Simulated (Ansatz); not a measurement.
**Ca3GeN: further runs on the relaxed cell**

The task here is to estimate one member of a computed series from the others.

Method: DFT PBEsol, scalar-relativistic, plane waves, PAW, in Ansatz 0.2.0.

1 further run of the same task is left out (set aside as unsound or not needed).

### Starting point

Symmetry: Pm-3m, No. 221, cubic system. The conventional cell has a = 4.755 Å, b = 4.755 Å, c = 4.755 Å, α = 90.00°, β = 90.00°, γ = 90.00°. Around Ca (site symmetry 4/mmm) lie 2 N at 2.38 Å. Ge (site symmetry m-3m) has 12 Ca at 3.36 Å as nearest neighbours. N (site symmetry m-3m) is surrounded by 6 Ca at 2.38 Å.

Structure file:

```cif
data_structure
_symmetry_space_group_name_H-M 'Pm-3m'
_symmetry_Int_Tables_number 221
_cell_length_a 4.7548
_cell_length_b 4.7548
_cell_length_c 4.7548
_cell_angle_alpha 90.000
_cell_angle_beta 90.000
_cell_angle_gamma 90.000
_cell_volume 107.49
loop_
_atom_site_label
_atom_site_type_symbol
_atom_site_symmetry_multiplicity
_atom_site_Wyckoff_symbol
_atom_site_fract_x
_atom_site_fract_y
_atom_site_fract_z
_atom_site_occupancy
Ca1 Ca 3 c 0.00000 0.50000 0.50000 1
Ge1 Ge 1 a 0.00000 0.00000 0.00000 1
N1 N 1 b 0.50000 0.50000 0.50000 1
```

This cell was relaxed beforehand with the same method: volume 21.50 Å³/atom, gap on the mesh none (metal).

The first run:

The input, input.yaml:

```yaml
crystal:
  lattice:
    - [4.7547520784, 0.0, 0.0]
    - [0.0, 4.7547520784, 0.0]
    - [0.0, 0.0, 4.7547520784]
  atoms:
    - { symbol: Ca, position: [0.0, 0.5, 0.5] }
    - { symbol: Ca, position: [0.5, 0.0, 0.5] }
    - { symbol: Ca, position: [0.5, 0.5, 0.0] }
    - { symbol: Ge, position: [0.0, 0.0, 0.0] }
    - { symbol: "N", position: [0.5, 0.5, 0.5] }
basis:
  ecutwfc: 420
kpoints:
  mp_grid: { grid: [8, 8, 8] }
  band_path:
    path:
      - [[0.0, 0.0, 0.0], [0.0, 0.5, 0.0], [0.5, 0.5, 0.0], [0.0, 0.0, 0.0], [0.5, 0.5, 0.5], [0.0, 0.5, 0.0]]
      - [[0.5, 0.5, 0.5], [0.5, 0.5, 0.0]]
    npoints: 14
hamiltonian:
  xc: pbesol
scf:
  occupations: { method: gaussian, width: 0.1 }
  n_extra_bands: 12
output:
  forces: true
  stress: true
  eigenvalues: true
  populations: true
  dos: { projected: true, de: 0.02, nscf_kmesh: { grid: [12, 12, 12] } }
  bader: true
  write_density: true
  write_potential: true
  elf: true
  volumetric_format: npy
```

Started as:

```
$ ansatz run input.yaml --threads 1 --pin off --max-ram 2560MiB --backend cpu --events-out ev --progress --plain --runs-dir out
```

Among the steps run: Bands, states and charges; The cell as listed, for comparison; Volume × 0.97; Volume × 1.03; Point at V/V0 = 0.94; The cell scaled to 1.06 of its volume; Point at V/V0 = 0.91; Point at V/V0 = 1.10; The cell scaled to 0.88 of its volume.

One of the session's tables, all rows but one given; the rest of the session is left out.

It belongs to the step «Fit of the equation of state». 

| volume (Å³/atom) | energy above the lowest point (meV/atom) | pressure (GPa) |
| --- | --- | --- |
| 18.919 | 72.2 | 10.00 |
| 19.564 | 38.4 | 6.89 |
| 20.209 | ? | ? |
| 20.854 | 3.9 | 1.97 |
| 21.499 | 0.0 | 0.02 |
| 22.144 | 3.4 | -1.65 |
| 22.789 | 13.0 | -3.07 |
| 23.649 | 34.0 | -4.67 |

Q: Estimate the row for volume (Å³/atom) = 20.209 from the others.

Worked estimate for «energy above the lowest point (meV/atom)». A straight line through the neighbours (19.564, 38.4) and (20.854, 3.9) gives 38.4 + (3.9 − 38.4) × (20.209 − 19.564) / (20.854 − 19.564) = 21.1; a parabola fitted to 4 rows on both sides gives 16.2.

**Answer.** energy above the lowest point (meV/atom): 16.2; pressure (GPa): 4.24. In «energy above the lowest point (meV/atom)» the line misses by +4.9 and the parabola by 0.0.

Caveats from the session: The projections leave out shells that the potentials don't hold, such as empty d states. The final runs have no spin polarisation, so no magnetic state was tried and one may lie lower.
